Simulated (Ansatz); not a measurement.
**C₃H₆BN: up Jacob's ladder to CCSD(T)**

The task here is to estimate one member of a computed series from the others.

Program: Ansatz 0.2.0, Gaussian basis. Level of theory: functionals in def2-TZVPP, the program's frozen cores in correlated methods. These are calculated values, not measurements.

Plan: LDA (SPW92), PBE-D4, revPBE-D4, BLYP-D4, r2SCAN-D4, B97M-V, PBE0-D4, B3LYP-D4, r2SCANh-D4, r2SCAN0-D4, HSE06-D4, BHLYP-D4, CAM-B3LYP-D4, LC-ωPBE, ωB97X-V, ωB97M-V, B2PLYP, PBE-QIDH; CCSD(T)/def2-SVP; CCSD(T)/def2-TZVPP; MP2/def2-QZVPP; extrapolation to the limit; RPA on PBE.

## Structure used throughout

All runs share one geometry, relaxed beforehand with PBE0-D4 in a triple-zeta def2 set.

SMILES `BN=C1CC1`, 11 atoms, charge 0, spin multiplicity 1.

Atoms are counted from 1 here; the program's logs count them from 0.

Bond lengths: B1–N2 1.355 Å, B1–H6 1.198 Å, B1–H7 1.198 Å, N2–C3 1.228 Å, C3–C4 1.460 Å, C3–C5 1.460 Å, C4–C5 1.541 Å, C4–H8 1.085 Å, C4–H9 1.085 Å, C5–H10 1.085 Å, C5–H11 1.085 Å. Angles: N2–B1–H6 118.8°, N2–B1–H7 118.8°, H6–B1–H7 122.4°, B1–N2–C3 180.0°, N2–C3–C4 148.1°, N2–C3–C5 148.1°, C4–C3–C5 63.7°, C3–C4–C5 58.1°, C3–C4–H8 118.4°, C3–C4–H9 118.4°, C5–C4–H8 117.8°, C5–C4–H9 117.8°, H8–C4–H9 114.8°, C3–C5–C4 58.1°, C3–C5–H10 118.4°, C3–C5–H11 118.4°, C4–C5–H10 117.8°, C4–C5–H11 117.8° and more.

Geometry (Å):

| atom | x (Å) | y (Å) | z (Å) |
| --- | --- | --- | --- |
| B1 | -1.0087 | 1.8592 | -1.2112 |
| N2 | -0.4465 | 0.8260 | -0.5385 |
| C3 | 0.0634 | -0.1105 | 0.0709 |
| C4 | 0.0296 | -1.0037 | 1.2247 |
| C5 | 1.1258 | -1.1084 | 0.1468 |
| H6 | -1.8429 | 1.6242 | -2.0379 |
| H7 | -0.6527 | 2.9746 | -0.9588 |
| H8 | -0.7273 | -1.7806 | 1.2538 |
| H9 | 0.3101 | -0.6050 | 2.1941 |
| H10 | 2.1258 | -0.7786 | 0.4086 |
| H11 | 1.0887 | -1.9542 | -0.5320 |

The first run:

Contents of in.yaml:

```yaml
crystal:
  periodic: [false, false, false]
  atoms:
    - {symbol: B, position_ang: [-1.008715, 1.859187, -1.211233]}
    - {symbol: N, position_ang: [-0.446496, 0.825960, -0.538499]}
    - {symbol: C, position_ang: [0.063394, -0.110504, 0.070852]}
    - {symbol: C, position_ang: [0.029611, -1.003651, 1.224728]}
    - {symbol: C, position_ang: [1.125787, -1.108429, 0.146758]}
    - {symbol: H, position_ang: [-1.842931, 1.624187, -2.037921]}
    - {symbol: H, position_ang: [-0.652692, 2.974562, -0.958776]}
    - {symbol: H, position_ang: [-0.727305, -1.780562, 1.253844]}
    - {symbol: H, position_ang: [0.310079, -0.604978, 2.194141]}
    - {symbol: H, position_ang: [2.125793, -0.778611, 0.408613]}
    - {symbol: H, position_ang: [1.088674, -1.954162, -0.532008]}
basis:
  gaussian: {orbitals: def2-TZVPP}
hamiltonian: {xc: lda}
output: {orbitals: {seedname: orbitals}}
```

On the command line:

```sh
> ansatz run in.yaml --threads 2 --pin off --events-out ev --progress --plain --max-ram 4352MiB
```

Steps of the session up to this table: LDA; PBE-D4 (GGA); revPBE-D4 (GGA); BLYP-D4 (GGA); r2SCAN-D4 (meta-GGA); B97M-V (meta-GGA); B3LYP-D4 (hybrid); r2SCANh-D4 (hybrid); r2SCAN0-D4 (hybrid); HSE06-D4 (hybrid); BHLYP-D4 (hybrid); CAM-B3LYP-D4 (range-separated); LC-ωPBE (range-separated); ωB97X-V (range-separated); ωB97M-V (range-separated); B2PLYP (double hybrid); PBE-QIDH (double hybrid).

One of the session's tables, all rows but one given; the rest of the session is left out.

It belongs to the step «Orbital energies across the functionals». 

| functional | HOMO (eV) | gap (eV) |
| --- | --- | --- |
| LDA (SPW92) | -6.15 | 4.28 |
| PBE-D4 | -5.97 | 4.28 |
| revPBE-D4 | -5.90 | 4.27 |
| BLYP-D4 | -5.83 | 4.27 |
| r2SCAN-D4 | -6.12 | 4.67 |
| B97M-V | -6.21 | 4.80 |
| PBE0-D4 | -7.14 | 6.49 |
| B3LYP-D4 | -6.93 | 6.05 |
| r2SCANh-D4 | -6.57 | 5.49 |
| r2SCAN0-D4 | -7.25 | 6.75 |
| HSE06-D4 | ? | ? |
| BHLYP-D4 | -8.23 | 8.77 |
| CAM-B3LYP-D4 | -8.47 | 9.00 |
| LC-ωPBE | -9.81 | 11.48 |
| ωB97X-V | -9.43 | 11.04 |
| ωB97M-V | -9.37 | 10.85 |

**Question.** Estimate the row for HSE06-D4.

**Answer.** HOMO (eV): -6.75; gap (eV): 5.71. In the column «HOMO (eV)» it lies between B3LYP-D4 (-6.93) and r2SCANh-D4 (-6.57).
